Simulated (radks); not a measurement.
# Sb inside a hard spherical wall

One table from this session's results is given with a row withheld; the runs are named, their logs left out.

Program: radks (a radial shooting solver on a logarithmic mesh, Libxc functionals) version 1. Level of theory: scalar-relativistic Kohn-Sham, LDA (Slater exchange, Perdew-Wang correlation), spin-polarised, spherical densities, point nucleus; open shells are filled with parallel spins first. These are calculated values, not measurements, unless marked.

## The system

```
element       : antimony (Z = 51)
charge        : 0
electrons     : 51
configuration : [Kr] 4d10 5s2 5p3
```

The outer shells:

Sb
```
[Kr] core
4d [↑↓][↑↓][↑↓][↑↓][↑↓]
5s [↑↓]
5p [↑ ][↑ ][↑ ]
```

Set-up of the first run:

Input:

```text
Z 51
configuration [Kr] 4d10 5s2 5p3 6s0 4f0 5d0
relativity scalar-relativistic
functional lda,pw
spin polarised
nucleus point
c 137.035999084
```

Among the steps run: The free atom.

One table of the session follows, with a row left open; its other results are not shown here.

It belongs to the step «The free atom». Radial density 4πr²ρ:

```
r (bohr)  4πr²ρ (e/bohr)
 0.00136           2.873
 0.00222           6.512
 0.00358           13.81
 0.00583           27.14
 0.00943           45.93
  0.0152           62.76
  0.0248           64.03
  0.0401           57.20
  0.0653           74.97
   0.106           80.30
   0.172           59.11
   0.278           68.81
   0.449           27.94
   0.732               ?
    1.18           12.32
    1.93           3.554
    3.11           1.377
    5.07          0.1718
```

Q: Estimate the row for r (bohr) = 0.732 from the others.

Worked estimate for «4πr²ρ (e/bohr)». A straight line through the neighbours (0.449, 27.94) and (1.18, 12.32) gives 27.94 + (12.32 − 27.94) × (0.732 − 0.449) / (1.18 − 0.449) = 21.89; a parabola fitted to 4 rows on both sides gives 25.03.

**Answer.** 4πr²ρ (e/bohr): 25.05. In «4πr²ρ (e/bohr)» the line misses by -3.16 and the parabola by -0.02.

Limits of these values: Shells are not refilled when levels cross, and a hard wall is a model, not a crystal.
